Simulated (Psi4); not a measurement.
**Si2H4ClF (SMILES F[SiH]([SiH3])Cl): MP3/def2-SVP**

What is the vertical singlet–triplet gap of Si2H4ClF at MP3/def2-SVP? 

The calculation is run with Psi4 1.11.

1 further run of the same task is left out (set aside as unsound or not needed). Runs told in other sessions of the task aren't counted.

### 1 The molecule

Si2H4ClF: 8 atoms, total charge 0, spin state singlet. As SMILES, `F[SiH]([SiH3])Cl`. The shape is that of a PBE0-D4/def2-TZVP optimisation.

Bond lengths: F1–Si2 1.597 Å, Si2–Si3 2.339 Å, Si2–Cl4 2.049 Å, Si2–H5 1.481 Å, Si3–H6 1.487 Å, Si3–H7 1.486 Å, Si3–H8 1.485 Å. Some angles: F1–Si2–Si3 109.8°, F1–Si2–Cl4 107.9°, Si3–Si2–Cl4 109.0°, F1–Si2–H5 107.2°, Si3–Si2–H5 115.4°, Cl4–Si2–H5 107.3°, Si2–Si3–H6 110.0°, Si2–Si3–H7 108.3°, Si2–Si3–H8 109.2°, H6–Si3–H7 109.5°.

### 2 The energy at MP3/def2-SVP

The input, input.dat:

```
memory 2200 mb

molecule {
  F     -1.329000     1.796800     0.161200
  Si    -0.382900     0.812800    -0.667700
  Si     0.539000    -0.793000     0.761300
  Cl    -1.534100    -0.130100    -2.075900
  H      0.596600     1.655400    -1.392300
  H      1.355700    -0.131100     1.812300
  H      1.403500    -1.693800    -0.044400
  H     -0.556600    -1.574100     1.389600
  symmetry c1
}

set basis def2-SVP
set reference rhf
set puream true
set e_convergence 1e-09
set d_convergence 1e-08
set scf_type pk
set num_frozen_docc 16
set mp_type conv

e, wfn = energy('mp3', return_wfn=True)
```

Run with:

```sh
$ psi4 -n 1 input.dat output.dat
```

output.dat (excerpt; [...] marks lines left out):

```text
[...]
  Running in c1 symmetry.
[...]
  Nuclear repulsion =  276.204993495700592
[...]
  Multiplicity = 1
[...]
  Nalpha       = 29
  Nbeta        = 29
[...]
    Number of basis functions: 88
[...]
   @RHF iter   1: -1138.76263482755076   -6.53088e-01   3.66532e-03 DIIS/ADIIS
[...]
   @RHF iter  11: -1138.82592593831214   -1.59162e-12   2.80128e-09 DIIS
[...]
    Orbital Energies [Eh]
    ---------------------
    Doubly Occupied:
       1A   -104.795907     2A    -68.842720     3A    -68.766454
       4A    -26.290819     5A    -10.560782     6A     -8.035246
       7A     -8.032748     8A     -8.032661     9A     -6.207625
      10A     -6.141857    11A     -4.319284    12A     -4.317885
      13A     -4.316378    14A     -4.251810    15A     -4.251589
      16A     -4.251565    17A     -1.574618    18A     -1.106308
      19A     -0.787248    20A     -0.733617    21A     -0.683075
      22A     -0.678616    23A     -0.627555    24A     -0.533012
      25A     -0.506111    26A     -0.500536    27A     -0.492574
      28A     -0.476192    29A     -0.415502
[...]
  @RHF Final Energy: -1138.82592593831214
   => Energetics <=
    Nuclear Repulsion Energy =            276.2049934957005917
    One-Electron Energy =               -2129.0012432574890227
    Two-Electron Energy =                 713.9703238234764058
    Total Energy =                      -1138.8259259383121389
[...]
 Multipole Moments:
 ------------------------------------------------------------------------------------
     Multipole            Electronic (a.u.)      Nuclear  (a.u.)        Total (a.u.)
 ------------------------------------------------------------------------------------
 L = 1.  Multiply by 2.5417464519 to convert [e a0] to [Debye]
 Dipole X            :         -5.8131471            6.5030866            0.6899396
 Dipole Y            :          3.4734419           -3.6919599           -0.2185181
 Dipole Z            :         -4.3338650            4.5109509            0.1770859
 Magnitude           :                                                    0.7450679
[...]
	SCS-MP2 Total Energy (a.u.)        : -1139.33645223123267
	SOS-MP2 Total Energy (a.u.)        : -1139.33554950673147
[...]
	SOS-PI-MP2 Total Energy (a.u.)     : -1139.37475131968677
[...]
	MP2 Total Energy (a.u.)            : -1139.33825768023530
[...]
	SCS-MP3 Total Energy (a.u.)        : -1139.34618862942034
[...]
	MP3 Total Energy (a.u.)            : -1139.37720327298598
[...]
```

It took 5.4 s on 1 thread of Intel Xeon 6975P-C (Granite Rapids), shared host; peak memory 0.53 GiB.

### 3 The triplet

The input, calc.py:

```python
import psi4

psi4.set_memory('2200 MB')
psi4.set_num_threads(1)
psi4.set_output_file('clfh4si2.out', False)

m = psi4.geometry("""
0 3
F
Si 1 1.597009
Si 2 2.338917 1 109.84143
Cl 2 2.048743 1 107.90538 3 118.69745
H 2 1.481364 1 107.16542 4 115.25127
H 3 1.48651 2 110.04862 5 60.51712
H 3 1.485918 6 109.49091 2 118.94799
H 3 1.484997 7 109.86345 6 -120.78484
units angstrom
symmetry c1
no_reorient
no_com
""")

options = {'basis': 'def2-SVP', 'reference': 'uhf', 'puream': True, 'e_convergence': 1e-09, 'd_convergence': 1e-08, 'scf_type': 'pk', 'num_frozen_docc': 16, 'maxiter': 100, 'mp_type': 'conv'}
psi4.set_options(options)

e = psi4.energy('mp3')
print(f'total energy {e:.8f} hartree = {e * 27.211386:.5f} eV')
for k, v in sorted(psi4.core.scalar_variables().items()):
    print(f'{k:45s} {v:18.10f}')
```

Run with:

```sh
$ python calc.py
```

clfh4si2.out (excerpt; [...] marks lines left out):

```text
[...]
  Running in c1 symmetry.
[...]
  Nuclear repulsion =  276.205007975805472
[...]
  Multiplicity = 3
[...]
  Nalpha       = 30
  Nbeta        = 28
[...]
    Number of basis functions: 88
[...]
   @UHF iter   1: -1138.49567581038491   -3.86128e-01   3.84509e-03 DIIS/ADIIS
[...]
   @UHF iter  24: -1138.58795008332891   -1.09139e-11   7.10883e-09 DIIS
[...]
   @S^2 Observed:                2.009121838E+00
[...]
  @UHF Final Energy: -1138.58795008332891
   => Energetics <=
    Nuclear Repulsion Energy =            276.2050079758054721
    One-Electron Energy =               -2127.8112973139809583
    Two-Electron Energy =                 713.0183392548464099
    Total Energy =                      -1138.5879500833289057
  UHF NO Occupations:
  HONO-2 :   28  A 1.9979779
  HONO-1 :   29  A 1.0000000
  HONO-0 :   30  A 1.0000000
  LUNO+0 :   31  A 0.0020221
  LUNO+1 :   32  A 0.0011532
[...]
 Multipole Moments:
 ------------------------------------------------------------------------------------
     Multipole            Electronic (a.u.)      Nuclear  (a.u.)        Total (a.u.)
 ------------------------------------------------------------------------------------
 L = 1.  Multiply by 2.5417464519 to convert [e a0] to [Debye]
 Dipole X            :          3.2447288           -3.6284265           -0.3836977
 Dipole Y            :          6.4063491           -6.9835394           -0.5771903
 Dipole Z            :         -3.2186164            3.7860362            0.5674199
 Magnitude           :                                                    0.8957332
[...]
	SCS-MP2 Total Energy (a.u.)        : -1139.09125274456756
	SOS-MP2 Total Energy (a.u.)        : -1139.08842498744843
[...]
	SOS-PI-MP2 Total Energy (a.u.)     : -1139.12692305699625
[...]
	MP2 Total Energy (a.u.)            : -1139.09690825880580
[...]
	SCS-MP3 Total Energy (a.u.)        : -1139.10043616865164
[...]
	MP3 Total Energy (a.u.)            : -1139.13364195514237
[...]
```

Run time: 10 s. Hardware: 1 thread of Intel Xeon 6975P-C (Granite Rapids), shared host; peak memory 0.51 GiB.

### 4 Results

Level: MP3/def2-SVP, 16 core orbitals frozen.

```
                                                           quantity           value
                                              singlet: total energy  -1139.37720 Eh
                       singlet: HOMO energy (Hartree–Fock orbitals)       -11.31 eV
                       singlet: LUMO energy (Hartree–Fock orbitals)         3.11 eV
                     singlet: HOMO–LUMO gap (Hartree–Fock orbitals)        14.42 eV
              singlet: correlation energy (16 core orbitals frozen)      -551.3 mEh
                                              triplet: total energy  -1139.13364 Eh
triplet: HOMO energy (Hartree–Fock orbitals) (highest over α and β)        -4.68 eV
 triplet: LUMO energy (Hartree–Fock orbitals) (lowest over α and β)        -2.73 eV
              triplet: correlation energy (16 core orbitals frozen)      -545.7 mEh
                         triplet: ⟨S²⟩ of the reference determinant           2.009
                   vertical energy of the triplet above the singlet        6.628 eV
```

**Reading.** At this shape the triplet lies 6.63 eV (153 kcal/mol) above the singlet.
